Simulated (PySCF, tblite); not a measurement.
# C₄H₁₀B₂FN: geometry, infrared bands and NMR shifts

What infrared bands and NMR shifts should C₄H₁₀B₂FN (`BN(BF)C1CCC1`) show?

The runs use tblite 0.8.0 and PySCF 2.14.0, with density-fitted response routines of our own; the level of theory stands in each step. All values are computed, except where a source is named. Atoms are numbered from 0 throughout.

## (1) The molecule as given

18 atoms, charge 0, multiplicity 1; geometry from: force field or distance geometry start.

Bonds of the start (Å): B0–N1 1.50, N1–B2 1.54, B2–F3 1.45, N1–C4 1.44, C4–C5 1.52, C5–C6 1.52, C6–C7 1.53, C7–C4 1.48, B0–H8 1.20, B0–H9 1.21, B2–H10 1.19, C4–H11 1.12, C5–H12 1.12, C5–H13 1.10, C6–H14 1.11, C6–H15 1.11, C7–H16 1.12, C7–H17 1.09.

## (2) Optimising the geometry with GFN2-xTB

Job settings and geometry (Å):

```
{"job": {"kind": "relax", "xc": "GFN2-xTB", "basis": "xTB"}, "charge": 0, "multiplicity": 1}
B     -2.013900     1.153100     0.214600
N     -0.984100     0.308500    -0.474800
B     -1.715700    -0.980300    -0.886300
F     -2.611000    -1.524800     0.122300
C      0.073800    -0.159000     0.386500
C      1.142600    -1.021600    -0.276200
C      1.984200     0.246500    -0.368600
C      1.166400     0.738100     0.829000
H     -1.787700     1.849900     1.160600
H     -2.986100     1.505200    -0.408300
H     -1.855300    -1.299600    -2.019800
H     -0.354400    -0.752800     1.238600
H      1.586300    -1.694500     0.501000
H      0.870800    -1.489200    -1.230300
H      1.797500     0.831300    -1.290200
H      3.051000     0.088000    -0.100500
H      1.578000     0.389600     1.812000
H      1.048900     1.817900     0.778800
```

Launch:

```bash
> OMP_NUM_THREADS=1 python probes_run.py task.json out
```

The driver reads the jobs from task.json and runs them one after another.

The log of the run:

```text
step      E/eV     max force
  0    -647.74825    3.527
  1    -648.36013    2.459
  2    -648.76090    2.456
  3    -648.90721    0.910
  4    -649.00766    0.624
  5    -649.04889    0.649
  6    -649.09407    0.508
  7    -649.12891    0.464
  8    -649.17248    0.559
  9    -649.21848    0.761
 10    -649.27729    0.865
 11    -649.34108    0.744
 12    -649.40543    0.484
 13    -649.45252    0.529
 14    -649.48089    0.431
 15    -649.50250    0.405
 16    -649.51874    0.342
 17    -649.53123    0.313
 18    -649.54232    0.251
 19    -649.55198    0.290
 20    -649.56044    0.299
 21    -649.56837    0.266
 22    -649.57675    0.275
 23    -649.58736    0.305
 24    -649.60650    0.446
 25    -649.62947    0.502
 26    -649.65788    0.576
 27    -649.68893    0.541
 28    -649.72107    0.386
 29    -649.74230    0.844
 30    -649.75630    1.044
 31    -649.79606    0.548
 32    -649.82765    0.663
 33    -649.85424    0.563
 34    -649.87019    0.439
 35    -649.88569    0.337
 36    -649.89782    0.276
 37    -649.90789    0.363
 38    -649.91952    0.188
 39    -649.92968    0.142
 40    -649.93333    0.137
 41    -649.93644    0.122
 42    -649.93844    0.097
 43    -649.93999    0.099
 44    -649.94118    0.075
 45    -649.94219    0.091
 46    -649.94305    0.079
 47    -649.94377    0.061
 48    -649.94440    0.057
 49    -649.94494    0.067
 50    -649.94550    0.072
 51    -649.94613    0.066
 52    -649.94682    0.063
 53    -649.94749    0.055
 54    -649.94814    0.062
 55    -649.94881    0.066
 56    -649.94951    0.060
 57    -649.95019    0.062
 58    -649.95088    0.072
 59    -649.95167    0.068
 60    -649.95259    0.074
 61    -649.95347    0.065
 62    -649.95416    0.057
 63    -649.95473    0.065
 64    -649.95540    0.063
 65    -649.95626    0.069
 66    -649.95720    0.069
 67    -649.95808    0.071
 68    -649.95900    0.065
 69    -649.96025    0.102
 70    -649.96227    0.144
 71    -649.96521    0.160
 72    -649.96908    0.138
 73    -649.97180    0.296
 74    -649.97542    0.168
 75    -649.97968    0.176
 76    -649.98799    0.264
 77    -649.99280    0.148
 78    -649.99800    0.247
 79    -650.00500    0.177
 80    -650.01020    0.153
 81    -650.01518    0.199
 82    -650.01660    0.188
 83    -650.01921    0.138
 84    -650.02244    0.157
 85    -650.02613    0.182
 86    -650.03013    0.135
 87    -650.03198    0.132
 88    -650.03327    0.085
 89    -650.03427    0.077
 90    -650.03532    0.067
 91    -650.03610    0.057
 92    -650.03676    0.059
 93    -650.03741    0.055
 94    -650.03821    0.055
 95    -650.03886    0.042
 96    -650.03921    0.041
 97    -650.03941    0.037
 98    -650.03958    0.033
 99    -650.03980    0.032
100    -650.03991    0.023
101    -650.03999    0.022
102    -650.04007    0.021
103    -650.04017    0.024
104    -650.04030    0.024
105    -650.04044    0.023
106    -650.04055    0.020
107    -650.04064    0.017
108    -650.04071    0.016
109    -650.04076    0.016
110    -650.04080    0.013
111    -650.04082    0.007
```

It took 1.9 s on 1 thread of Intel Xeon at 2.50GHz, shared host; peak memory 0.18 GiB.

The steps of the relaxation: (not every step is listed)

| step | energy from step 0 (eV) | largest force (eV/Å) |
| --- | --- | --- |
| 0 | 0.0000 | 3.5274 |
| 1 | -0.6119 | 2.4586 |
| 2 | -1.0127 | 2.4560 |
| 3 | -1.1590 | 0.9098 |
| 4 | -1.2594 | 0.6243 |
| 5 | -1.3006 | 0.6486 |
| 6 | -1.3458 | 0.5084 |
| 7 | -1.3807 | 0.4638 |
| 8 | -1.4242 | 0.5585 |
| 17 | -1.7830 | 0.3131 |
| 26 | -1.9096 | 0.5764 |
| 35 | -2.1374 | 0.3368 |
| 44 | -2.1929 | 0.0748 |
| 53 | -2.1992 | 0.0549 |
| 62 | -2.2059 | 0.0572 |
| 71 | -2.2170 | 0.1597 |
| 80 | -2.2620 | 0.1532 |
| 89 | -2.2860 | 0.0773 |
| 98 | -2.2913 | 0.0330 |
| 106 | -2.2923 | 0.0204 |
| 107 | -2.2924 | 0.0175 |
| 108 | -2.2925 | 0.0160 |
| 109 | -2.2925 | 0.0156 |
| 110 | -2.2926 | 0.0128 |
| 111 | -2.2926 | 0.0075 |

Distances of close pairs at the start and the end, largest changes first:

| bond | before (Å) | after (Å) | change (Å) |
| --- | --- | --- | --- |
| B2–F3 | 1.454 | 1.327 | -0.127 |
| N1–B2 | 1.538 | 1.418 | -0.120 |
| B0–N1 | 1.500 | 1.411 | -0.089 |
| C4–C7 | 1.481 | 1.538 | +0.057 |
| B0–H9 | 1.207 | 1.168 | -0.040 |
| C7–H16 | 1.121 | 1.088 | -0.034 |
| C5–H12 | 1.120 | 1.087 | -0.033 |
| C4–H11 | 1.123 | 1.095 | -0.028 |

The final coordinates are the input of the step that follows.

## (3) Harmonic vibrations with GFN2-xTB

Job settings and geometry (Å):

```
{"job": {"kind": "ir", "xc": "GFN2-xTB", "basis": "xTB"}, "charge": 0, "multiplicity": 1}
B     -1.904261     1.280818     0.197080
N     -1.272657     0.043821    -0.049429
B     -1.958403    -1.016388    -0.694593
F     -1.421064    -2.229923    -0.711491
C      0.060850    -0.232725     0.482795
C      1.056183    -0.958543    -0.443001
C      2.150604     0.015576     0.012624
C      1.061223     0.930927     0.589869
H     -1.383559     2.085599     0.865269
H     -2.960724     1.466036    -0.264256
H     -3.002491    -0.888001    -1.204411
H     -0.044881    -0.759681     1.436809
H      1.217859    -2.014924    -0.245597
H      0.792443    -0.827500    -1.490564
H      2.771890     0.443357    -0.770724
H      2.792231    -0.408373     0.782027
H      1.230819     1.335478     1.585005
H      0.805179     1.740763    -0.089068
```

The log of the run:

```text
mode    cm-1     km/mol
  1      55.4      0.15
  2     125.3      0.14
  3     149.4      1.23
  4     171.5      2.03
  5     278.2      2.02
  6     286.5      1.68
  7     369.5      2.71
  8     392.3      0.79
  9     511.5      1.14
 10     550.0     14.17
 11     623.5      3.22
 12     746.5    115.84
 13     794.7      1.06
 14     819.4      2.60
 15     858.3    143.11
 16     882.5      1.76
 17     894.9      6.09
 18     986.9      0.78
 19    1005.4      1.36
 20    1030.7      0.10
 21    1044.1     12.23
 22    1078.0      8.27
 23    1088.2      3.51
 24    1126.2      3.51
 25    1159.6     76.98
 26    1183.8      6.90
 27    1198.5      1.37
 28    1200.7     19.74
 29    1228.6      9.91
 30    1244.3      0.57
 31    1249.3      4.41
 32    1257.9      6.94
 33    1302.8    149.38
 34    1314.2     30.81
 35    1360.7    590.52
 36    1470.6      2.67
 37    1473.0      0.37
 38    1493.5      0.16
 39    2646.6     96.45
 40    2657.1    103.44
 41    2681.1    203.93
 42    2916.6     37.85
 43    3003.3      4.25
 44    3012.7     12.41
 45    3019.9     41.85
 46    3022.9     63.03
 47    3027.7     18.91
 48    3031.1     81.29
```

Run time: 1.5 s. Hardware: 1 thread of Intel Xeon at 2.50GHz, shared host; peak memory 0.18 GiB.

The strongest bands and the atoms that carry them (share of the mass-weighted mode):

| cm⁻¹ | km/mol | atoms |
| --- | --- | --- |
| 746 | 115.8 | H10 58 %, B2 37 % |
| 858 | 143.1 | H8 37 %, H9 34 %, B0 26 % |
| 1303 | 149.4 | N1 26 %, B2 22 %, C4 16 %, B0 13 % |
| 1361 | 590.5 | N1 46 %, B0 22 %, B2 21 % |
| 2647 | 96.5 | H8 52 %, H9 35 % |
| 2657 | 103.4 | H10 80 %, H8 12 % |
| 2681 | 203.9 | H9 57 %, H8 29 %, B0 11 % |
| 3031 | 81.3 | H12 42 %, H17 31 %, H15 16 % |

## (4) Shielding tensors: PBE0/pcSseg-1

Settings changed since step 3:

```diff
@@ -1,2 +1,2 @@
-{"job": {"kind": "ir", "xc": "GFN2-xTB", "basis": "xTB"}, "charge": 0, "multiplicity": 1}
+{"job": {"kind": "nmr", "xc": "PBE0", "basis": "pcSseg-1"}, "charge": 0, "multiplicity": 1}
 B     -1.904261     1.280818     0.197080
```

Method: GIAO PBE0/pcSseg-1 NMR shielding, non-relativistic, gas phase.

The log of the run:

```text
coarse grid: 14864 points
cycle   1  E = -362.2532637456  dE =  9.334e-01  |g| = 5.287e-01  |ddm| = 3.675e+00
cycle   2  E = -362.2263123181  dE =  2.695e-02  |g| = 7.011e-01  |ddm| = 8.502e-01
cycle   3  E = -362.3091652042  dE = -8.285e-02  |g| = 6.192e-02  |ddm| = 4.830e-01
cycle   4  E = -362.3097164953  dE = -5.513e-04  |g| = 3.103e-02  |ddm| = 6.490e-02
cycle   5  E = -362.3099044173  dE = -1.879e-04  |g| = 7.127e-03  |ddm| = 2.487e-02
cycle   6  E = -362.3099137430  dE = -9.326e-06  |g| = 2.640e-03  |ddm| = 6.534e-03
final grid: 143568 points
cycle   7  E = -362.3604061248  dE = -6.348e-05  |g| = 1.077e-02  |ddm| = 3.594e-02
cycle   8  E = -362.3603800517  dE =  2.607e-05  |g| = 1.526e-02  |ddm| = 2.184e-02
cycle   9  E = -362.3604343137  dE = -5.426e-05  |g| = 1.375e-03  |ddm| = 1.245e-02
cycle  10  E = -362.3604346785  dE = -3.648e-07  |g| = 3.930e-04  |ddm| = 1.124e-03
cycle  11  E = -362.3604347089  dE = -3.037e-08  |g| = 7.761e-05  |ddm| = 3.445e-04
cycle  12  E = -362.3604347102  dE = -1.311e-09  |g| = 2.629e-05  |ddm| = 8.803e-05
cycle  13  E = -362.3604347103  dE = -1.199e-10  |g| = 7.445e-06  |ddm| = 2.288e-05
converged SCF energy = -362.3604347103

GIAO shielding tensors (ppm)
atom      isotropic    diamagn.    paramagn.     s11        s22        s33       span
  0 B       51.305     196.059    -144.755     10.118     20.545    123.250    113.132
  1 N       55.015     324.048    -269.033    -52.208      6.351    210.901    263.109
  2 B       66.328     192.419    -126.090     42.603     72.119     84.263     41.659
  3 F      238.455     471.146    -232.692     75.384    196.941    443.040    367.655
  4 C      132.465     248.617    -116.152    111.660    130.424    155.311     43.651
  5 C      151.386     249.788     -98.402    134.560    144.591    175.007     40.447
  6 C      170.459     251.324     -80.865    160.867    168.032    182.478     21.612
  7 C      153.077     249.876     -96.799    138.094    146.517    174.619     36.525
  8 H       26.228      31.119      -4.891     21.958     26.319     30.408      8.450
  9 H       26.292      30.647      -4.355     23.967     26.994     27.914      3.947
 10 H       27.001      29.667      -2.665     24.181     26.627     30.195      6.014
 11 H       27.443      32.117      -4.674     23.991     27.738     30.600      6.609
 12 H       28.865      30.913      -2.048     24.573     27.984     34.037      9.465
 13 H       29.838      32.078      -2.239     26.438     29.988     33.089      6.651
 14 H       29.845      29.737       0.107     26.210     26.626     36.699     10.489
 15 H       29.831      30.328      -0.498     26.677     27.215     35.600      8.923
 16 H       29.087      30.854      -1.767     25.333     26.754     35.175      9.842
 17 H       29.695      32.133      -2.438     26.593     28.926     33.566      6.973
```

It took 73 s on 1 thread of Intel Xeon at 2.50GHz, shared host; peak memory 0.83 GiB.

The references, computed at this level on geometries of the same kind, shield at (ppm): ¹H TMS 31.72, ¹³C TMS 186.9, ¹⁹F CFCl3 170.9, ¹⁵N NH3 267.7, ¹¹B BF3·OEt2 100.1. Their shielding less the atom's gives the shift. The references are single molecules in the gas phase, so shifts against H2O, NH3, PH3, H3PO4 or CFCl3 are not on the usual liquid scales and can be off by tens of ppm. Atoms listed in one row are averaged.

| atoms | environment | σ (ppm) | δ (ppm) | δ scaled to CDCl3 |
| --- | --- | --- | --- | --- |
| C4 | sp3 CH bonded to N | 132.5 | 54.5 | 51.2 |
| C5, C7 | sp3 CH2 in a ring | 152.2 | 34.7 | 31.9 |
| C6 | sp3 CH2 in a ring | 170.5 | 16.5 | 14.2 |
| H8, H9 | hydrogen on a boron bonded to N | 26.26 | 5.46 | – |
| H10 | hydrogen on a boron bonded to F, N | 27.00 | 4.72 | – |
| H11 | hydrogen on an sp3 CH bonded to N | 27.44 | 4.27 | 4.13 |
| H12, H16 | hydrogen on an sp3 CH2 in a ring | 28.98 | 2.74 | 2.69 |
| H13, H17 | hydrogen on an sp3 CH2 in a ring | 29.77 | 1.95 | 1.94 |
| H15 | hydrogen on an sp3 CH2 in a ring | 29.83 | 1.89 | 1.88 |
| H14 | hydrogen on an sp3 CH2 in a ring | 29.84 | 1.87 | 1.87 |
| B0 | boron bonded to N, 2 H | 51.3 | 48.8 | – |
| B2 | boron bonded to F, N, H | 66.3 | 33.7 | – |
| N1 | nitrogen bonded to C, 2 B | 55.0 | 212.7 | – |
| F3 | fluorine bonded to B | 238.5 | -67.5 | – |

The scaled column applies a straight-line fit of computed shieldings to shifts measured in CDCl3, and one for carbons that bear F (root-mean-square error 0.16 ppm for H, 1.9 ppm for C).

The run also stored atomic charges by several schemes (e):

| atoms | Mulliken | IAO | Hirshfeld | ESP fit |
| --- | --- | --- | --- | --- |
| B0 | 0.16 | 0.03 | 0.13 | 0.26 |
| N1 | -0.62 | -0.31 | -0.16 | -0.46 |
| B2 | 0.52 | 0.42 | 0.23 | 0.52 |
| F3 | -0.30 | -0.32 | -0.12 | -0.30 |
| C4 | -0.07 | -0.01 | 0.03 | 0.52 |
| C5, C7 | -0.17 | -0.27 | -0.07 | -0.22 |
| C6 | -0.22 | -0.27 | -0.07 | -0.16 |

Mayer bond orders: B0–N1 1.22, N1–B2 1.11, B2–F3 1.10, N1–C4 0.84, C4–C5 1.03, C5–C6 1.05, C6–C7 1.04, C7–C4 1.03.

Ring of atoms C4, C5, C6, C7: NICS(0) -1.0, NICS(1) -0.9, NICS(1)zz 4.1 ppm (means of both faces).

## (5) Results

```
                                                               quantity                                         value
                              strongest single infrared mode (GFN2-xTB)                         1361 cm⁻¹, 591 km/mol
                                           zero-point energy (GFN2-xTB)                                 90.1 kcal/mol
¹³C shifts against TMS (PBE0/pcSseg-1, means over atoms taken as alike)                          54.5, 34.7, 16.5 ppm
 ¹H shifts against TMS (PBE0/pcSseg-1, means over atoms taken as alike)  5.46, 4.72, 4.27, 2.74, 1.95, 1.89, 1.87 ppm
                            ¹¹B shifts against BF3·OEt2 (PBE0/pcSseg-1)                                48.8, 33.7 ppm
                                 ¹⁵N shifts against NH3 (PBE0/pcSseg-1)                                     212.7 ppm
                               ¹⁹F shifts against CFCl3 (PBE0/pcSseg-1)                                     -67.5 ppm
```

What this shows: The optimisation took 111 steps and gained 2.293 eV; among the close pairs (by a distance rule), B2–F3 changed most, from 1.454 to 1.327 Å. All 48 modes are real, so the xTB geometry is a minimum. The strongest single mode, at 1361 cm⁻¹, has its largest shares on N1, B0 and B2 (the list is cut at 3 atoms). Unscaled tight-binding wavenumbers are off by several per cent, some by more. Its intensities can rank the bands wrongly. The most deshielded carbon is C4 (sp3 CH bonded to N), at 54.5 ppm: deshielded by the electronegative neighbour. At PBE0/pcSseg-1: The largest span, 368 ppm, is at F3, where the paramagnetic term is -233 ppm.
